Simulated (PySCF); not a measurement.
**C2H4SSi (SMILES SC1=C[SiH2]1) at MP2/STO-3G**

Aim: the vertical singlet–triplet gap of C2H4SSi at MP2/STO-3G, from 2 runs. Input form: a Python script.

The calculation is run with PySCF 2.14.0.

## (1) The structure to begin with

C2H4SSi has 8 atoms, charge 0, and is taken as a singlet. As SMILES, `SC1=C[SiH2]1`. Geometry: relaxed at PBE0-D4/def2-TZVP. This is one conformer, not always the lowest.

Bond lengths: S1–C2 1.718 Å, C2–C3 1.338 Å, C2–Si4 1.814 Å, C3–Si4 1.798 Å, S1–H5 1.342 Å, C3–H6 1.081 Å, Si4–H7 1.483 Å, Si4–H8 1.483 Å. Some angles: S1–C2–C3 135.6°, S1–C2–Si4 156.7°, C3–C2–Si4 67.6°, C2–C3–Si4 68.9°, C2–Si4–C3 43.5°, C2–S1–H5 97.3°, C2–C3–H6 136.2°, Si4–C3–H6 154.9°, C2–Si4–H7 120.9°, C2–Si4–H8 120.9°.

## (2) A single-point energy at MP2/STO-3G

mol.xyz

```xyz
8

S     -0.593900     2.188800     0.194600
C     -0.070400     0.552600     0.194400
C      0.593100    -0.239600     1.044100
Si     0.152600    -1.126000    -0.456500
H     -1.174900     2.181300    -1.014900
H      1.033500    -0.135100     2.026300
H      1.135300    -1.400600    -1.532900
H     -0.983100    -2.078400    -0.510800
```

job.py

```python
from pyscf import gto, mp

mol = gto.M(
    atom='mol.xyz',
    spin=0,
    charge=0,
    max_memory=1860,
    basis='sto-3g',
    verbose=3,
)

mf = mol.RHF()
mf.conv_tol = 1e-10
mf.kernel()
if not mf.converged:
    mf = mf.newton().run(mf.mo_coeff, mf.mo_occ)

pt = mp.MP2(mf, frozen=12).run()
e_tot = pt.e_tot
print('E(%s) = %.9f' % ('MP2', e_tot))
```

Run with:

```bash
$ OMP_NUM_THREADS=1 python job.py
```

Log:

```text
converged SCF energy = -755.801969986056
E(RMP2) = -756.000262587942  E_corr = -0.198292601885464
E(SCS-RMP2) = -756.010915469465  E_corr = -0.208945483408938
E(MP2) = -756.000262588
```

It took 0.97 s on 1 thread of Arm Neoverse V1, shared host; peak memory 0.12 GiB.

## (3) The triplet

calc.py

```python
from pyscf import gto, mp

mol = gto.M(
    atom='''
S       -0.593900       2.188800       0.194600
C       -0.070400       0.552600       0.194400
C        0.593100      -0.239600       1.044100
Si       0.152600      -1.126000      -0.456500
H       -1.174900       2.181300      -1.014900
H        1.033500      -0.135100       2.026300
H        1.135300      -1.400600      -1.532900
H       -0.983100      -2.078400      -0.510800
''',
    verbose=3,
    max_memory=1860,
    basis='sto-3g',
    spin=2,
)

mf = mol.UHF()
mf.conv_tol = 1e-10
mf.kernel()
if not mf.converged:
    mf = mf.newton().run(mf.mo_coeff, mf.mo_occ)

pt = mp.MP2(mf, frozen=12).run()
e_final = pt.e_tot
print(f'total energy: {e_final:.8f} hartree')
```

Run with:

```bash
$ OMP_NUM_THREADS=1 python calc.py
```

Log:

```text
WARN: HOMO 0.149403639950057 >= LUMO -0.197082893996484

converged SCF energy = -755.660389318548  <S^2> = 2.0683258  2S+1 = 3.0452099
E(UMP2) = -755.794503082903  E_corr = -0.134113764355619
E(SCS-UMP2) = -755.806187346655  E_corr = -0.145798028107639
total energy: -755.79450308 hartree
```

Wall time 1 s (1 thread of Arm Neoverse V1, shared host); peak memory 0.12 GiB.

## (4) Results

Level: MP2/STO-3G, 12 core orbitals frozen.

| quantity | value |
| --- | --- |
| singlet: total energy | -756.00026 Eh |
| singlet: dipole moment (Hartree–Fock density) | 1.40 D |
| singlet: HOMO energy (Hartree–Fock orbitals) | -6.20 eV |
| singlet: LUMO energy (Hartree–Fock orbitals) | 9.52 eV |
| singlet: HOMO–LUMO gap (Hartree–Fock orbitals) | 15.71 eV |
| singlet: correlation energy (12 core orbitals frozen) | -198.3 mEh |
| triplet: total energy | -755.79450 Eh |
| triplet: dipole moment (Hartree–Fock density) | 1.57 D |
| triplet: HOMO energy (Hartree–Fock orbitals) (highest over α and β) | -3.56 eV |
| triplet: LUMO energy (Hartree–Fock orbitals) (lowest over α and β) | 5.00 eV |
| triplet: correlation energy (12 core orbitals frozen) | -134.1 mEh |
| triplet: ⟨S²⟩ of the reference determinant | 2.068 |
| vertical energy of the triplet above the singlet | 5.599 eV |

In words: At this shape the triplet lies 5.60 eV (540 kJ/mol) above the singlet. In a minimal basis such a difference can be off by several eV, whatever the method. Mulliken charges (triplet) of the mean-field density run from -0.32 on C2 to +0.66 on Si4.
